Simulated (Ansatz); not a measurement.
# Ni: relaxing the structure by PAW and LAPW

Computed with Ansatz 0.2.0 (DFT PBEsol, scalar-relativistic, unless a step's input says otherwise).

## 1. Starting point

It takes space group Fm-3m (No. 225, cubic). Conventional cell: a = 3.524 Å, b = 3.524 Å, c = 3.524 Å, α = 90.00°, β = 90.00°, γ = 90.00°. Ni (site symmetry m-3m) has 12 Ni at 2.49 Å as nearest neighbours.

Structure file:

```cif
data_structure
_symmetry_space_group_name_H-M 'P 1'
_symmetry_Int_Tables_number 1
_cell_length_a 2.4918
_cell_length_b 2.4918
_cell_length_c 2.4918
_cell_angle_alpha 60.000
_cell_angle_beta 60.000
_cell_angle_gamma 60.000
_cell_volume 10.94
loop_
_atom_site_label
_atom_site_type_symbol
_atom_site_fract_x
_atom_site_fract_y
_atom_site_fract_z
_atom_site_occupancy
Ni1 Ni 0.00000 0.00000 0.00000 1
```

The cell comes from a crystallographic database entry that wasn't checked; take it as a given geometry, which may be far from equilibrium.

## 2. Frozen-core PAW

Contents of input.yaml:

```yaml
crystal:
  lattice:
    - [0.0, 1.761935, 1.761935]
    - [1.761935, 0.0, 1.761935]
    - [1.761935, 1.761935, 0.0]
  atoms:
    - { symbol: Ni, position: [0.0, 0.0, 0.0], spin: 1.5 }
magnetization:
  spin_polarized: true
kpoints:
  mp_grid: { grid: [16, 16, 16] }
scf:
  occupations: { method: fermi_dirac, width: 0.05 }
hamiltonian:
  xc: pbesol
  pseudopotentials: { kind: paw }
output:
  forces: true
  stress: true
  efg: { contact_densities: true }
relax:
  f_tol: 0.005
  max_steps: 80
  cell: {}
```

Launch:

```bash
ansatz run input.yaml --threads 1 --pin off --max-ram 3072MiB --backend cpu --events-out ev --progress --plain --runs-dir out
```

**Question.** How long does this run take on 1 thread of Arm Neoverse V1, shared host?

About 22 s.
